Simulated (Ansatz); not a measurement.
**C2H3GaO: one species, many methods**

How much do the methods differ for C2H3GaO? The plan is to run it at one geometry with functionals of several rungs and with coupled cluster, and see how far each lands from CCSD(T) at the basis-set limit for the atomisation energy.

Computed with Ansatz 0.2.0, Gaussian basis. Level: functionals in def2-TZVPP, the program's frozen cores in correlated methods.

Plan: LDA (SPW92), PBE-D4, revPBE-D4, BLYP-D4, r2SCAN-D4, B97M-V, PBE0-D4, B3LYP-D4, r2SCANh-D4, r2SCAN0-D4, HSE06-D4, BHLYP-D4, CAM-B3LYP-D4, LC-ωPBE, ωB97X-V, ωB97M-V, B2PLYP, PBE-QIDH; CCSD(T)/def2-SVP; CCSD(T)/def2-TZVPP; MP2/def2-QZVPP; extrapolation to the limit; RPA on PBE.

### 1 The geometry

An earlier PBE0-D4 in a triple-zeta def2 set relaxation fixed the geometry.

SMILES `O[C]1=[CH][GaH]1`, 7 atoms, charge 0, spin multiplicity 1.

Atoms are counted from 1 here; the program's logs count them from 0.

Bond lengths: O1–C2 1.341 Å, O1–H5 0.961 Å, C2–C3 1.360 Å, C2–Ga4 1.907 Å, C3–Ga4 1.879 Å, C3–H6 1.087 Å, Ga4–H7 1.532 Å. Angles: C2–O1–H5 108.6°, O1–C2–C3 128.4°, O1–C2–Ga4 163.8°, C3–C2–Ga4 67.9°, C2–C3–Ga4 70.0°, C2–C3–H6 132.1°, Ga4–C3–H6 157.8°, C2–Ga4–C3 42.1°, C2–Ga4–H7 156.3°, C3–Ga4–H7 161.6°.

### 2 LDA

This LDA is Slater exchange with PW92 correlation.

Input file in.yaml:

```yaml
crystal:
  periodic: [false, false, false]
  atoms:
    - {symbol: O, position_ang: [-1.628413, 0.776848, -0.130510]}
    - {symbol: C, position_ang: [-0.422959, 0.193869, -0.064523]}
    - {symbol: C, position_ang: [0.351876, -0.021206, 1.031830]}
    - {symbol: Ga, position_ang: [1.215112, -0.678152, -0.502316]}
    - {symbol: H, position_ang: [-1.917674, 0.780299, -1.046998]}
    - {symbol: H, position_ang: [0.206443, 0.209610, 2.083923]}
    - {symbol: H, position_ang: [2.256916, -1.329167, -1.417207]}
basis:
  gaussian: {orbitals: def2-TZVPP}
hamiltonian: {xc: lda}
output: {orbitals: {seedname: orbitals}}
```

Run with:

```sh
ansatz run in.yaml --threads 2 --pin off --events-out ev --progress --plain --max-ram 4352MiB
```

The runs that follow: PBE-D4 (GGA); revPBE-D4 (GGA); BLYP-D4 (GGA); r2SCAN-D4 (meta-GGA); B97M-V (meta-GGA); B3LYP-D4 (hybrid); r2SCANh-D4 (hybrid); r2SCAN0-D4 (hybrid); HSE06-D4 (hybrid); BHLYP-D4 (hybrid); CAM-B3LYP-D4 (range-separated); LC-ωPBE (range-separated); ωB97X-V (range-separated); ωB97M-V (range-separated); B2PLYP (double hybrid); PBE-QIDH (double hybrid); CCSD(T) in def2-SVP; CCSD(T) in def2-TZVPP; MP2 in def2-QZVPP; RPA on PBE orbitals.

Before running them: what should the planned runs give, taken together? Wanted: atomisation energy, CCSD(T)/CBS; farthest beyond LDA; mean size of error, GGA; mean size of error, meta-GGA; mean size of error, hybrid; mean size of error, range-separated; mean size of error, double hybrid; gap, smallest and largest; T1 diagnostic.

The runs gave:

| quantity | value |
| --- | --- |
| atomisation energy, CCSD(T)/CBS | 2499.1 kJ/mol |
| functionals within 25.0 kJ/mol (1.0 %) | revPBE-D4, BLYP-D4, r2SCAN-D4, B97M-V, PBE0-D4, r2SCANh-D4, HSE06-D4, CAM-B3LYP-D4, LC-ωPBE, ωB97X-V, ωB97M-V, PBE-QIDH |
| farthest beyond LDA | BHLYP-D4 (-139.0 kJ/mol) |
| mean size of error, GGA | 37.3 kJ/mol |
| mean size of error, meta-GGA | 17.4 kJ/mol |
| mean size of error, hybrid | 41.5 kJ/mol |
| mean size of error, range-separated | 5.9 kJ/mol |
| mean size of error, double hybrid | 19.5 kJ/mol |
| gap, smallest and largest | 3.86 eV (LDA (SPW92)), 10.48 eV (LC-ωPBE) |
| T1 diagnostic | 0.0151 |
| triples share of the correlation energy | 4.6 % |

LDA overbinds by 473.5 kJ/mol (19 %). PBE-D4 misses by +94.5 kJ/mol. Double hybrids carry the basis error of their MP2 part in triple zeta, and no dispersion term here, so their miss is partly the set-up's. The rungs range-separated, meta-GGA, double hybrid miss on average by less than the doubt on the reference (25.0 kJ/mol), so they tie. Misses under about 25.0 kJ/mol are within the doubt on the reference itself, which lacks core-valence correlation, relativity and higher excitations, and its outer-core shells are covered unevenly. Hartree-Fock recovers 66 % of the binding; the rest is correlation. CCSD(T) in def2-SVP is off by -140.8 kJ/mol, which most functionals beat. Orbital gaps span 3.9 to 10.5 eV; exact exchange widens them. Correlated methods include outer-core shells of Ga, which these sets cover unevenly.
